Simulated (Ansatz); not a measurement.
Task: a single point from an input typed as a dict of NaSrLaSeO6, space group F-43m, with Ansatz 0.2.0, Python API. Give the script and its output. Use: PBE, norm-conserving potentials, cutoff 490 eV, 4×4×4 k-points, fixed occupations.

```
Na Sr La Se O
1.0
     0.00000    4.14471    4.14471
     4.14471    0.00000    4.14471
     4.14471    4.14471    0.00000
Na Sr La Se O
1 1 1 1 6
Direct
  0.75000 0.75000 0.75000
  0.25000 0.25000 0.25000
  0.00000 0.00000 0.00000
  0.50000 0.50000 0.50000
  0.72064 0.27936 0.27936
  0.27936 0.72064 0.72064
  0.72064 0.72064 0.27936
  0.27936 0.27936 0.72064
  0.27936 0.72064 0.27936
  0.72064 0.27936 0.72064
```

`run_deck.py`:
```python
"""Single point of NaSrLaSeO6 through the engine session."""

import warnings

import ansatz as az
import numpy as np

warnings.simplefilter("ignore", az.DeckWarning)

deck = {
    "crystal": {
        "lattice": [[0.0, 4.14471, 4.14471], [4.14471, 0.0, 4.14471], [4.14471, 4.14471, 0.0]],
        "atoms": [
            {"symbol": "Na", "position": [0.75, 0.75, 0.75]},
            {"symbol": "Sr", "position": [0.25, 0.25, 0.25]},
            {"symbol": "La", "position": [0.0, 0.0, 0.0]},
            {"symbol": "Se", "position": [0.5, 0.5, 0.5]},
            {"symbol": "O", "position": [0.720643, 0.279357, 0.279357]},
            {"symbol": "O", "position": [0.279357, 0.720643, 0.720643]},
            {"symbol": "O", "position": [0.720643, 0.720643, 0.279357]},
            {"symbol": "O", "position": [0.279357, 0.279357, 0.720643]},
            {"symbol": "O", "position": [0.279357, 0.720643, 0.279357]},
            {"symbol": "O", "position": [0.720643, 0.279357, 0.720643]},
        ],
    },
    "kpoints": {"mp_grid": {"kspacing": 0.4}},
    "hamiltonian": {"xc": "pbe", "pseudopotentials": {"kind": "nc"}},
    "scf": {"occupations": {"method": "fixed"}},
    "basis": {"ecutwfc": "18 Ha"},
    "output": {"forces": True, "stress": True},
}

out = az.Session.from_dict(deck).plan(threads=1).execute()
report = out.report

print(f"free energy      {report['free_energy_ev']:.5f} eV")
print(f"per atom         {report['free_energy_ev'] / len(out.lattice.sites):.5f} eV")
print(f"SCF iterations   {report['n_iterations']}  (converged: {report['converged']})")

# pressure is a third of the trace
print("pressure by term (GPa)")
for term, tensor in report["stress_terms_gpa"].items():
    if np.any(tensor):
        print(f"  {term:28s} {np.trace(np.array(tensor)) / 3:12.3f}")
print(f"  {'total':28s} {np.trace(np.array(report['stress_gpa'])) / 3:12.3f}")

terms = report["components"]
print({name: round(terms[name], 3) for name in ("e_kinetic", "e_hartree", "e_xc", "e_local", "e_nonlocal")})
```

Running `python run_deck.py` prints:
```text
free energy      -9042.85862 eV
per atom         -904.28586 eV
SCF iterations   9  (converged: True)
pressure by term (GPa)
  kinetic                          3576.858
  hartree                           958.573
  ewald                           -2071.050
  local_pseudopotential           -1003.308
  nonlocal_pseudopotential        -1382.155
  nlcc                             -841.849
  xc                                241.807
  scf_correction                     -0.001
  pulay_correction                  528.602
  total                               7.477
{'e_kinetic': 4768.645, 'e_hartree': 2555.928, 'e_xc': -2021.141, 'e_local': -7443.528, 'e_nonlocal': -1380.542}
```

The settings weren't tested for convergence. The cutoff lies under the one recommended for these potentials. Under the recommended cutoff a pressure can be off by several GPa, even in sign. The energy terms are those on the plane-wave grid, with the one-centre PAW part apart; the terms shown are only some of the summands, so they needn't add up to F. Pressure is positive in compression. This cell is a computed structure, which may not be the phase found in nature. The script silences the warnings on its input, which a real study should read. The whole script took 3.2 s on 1 thread of Intel(R) Xeon(R) 6975P-C (Granite Rapids), on a shared host, peak memory 0.41 GiB.

(Lines on the test bed's own set-up are left out of the output.)
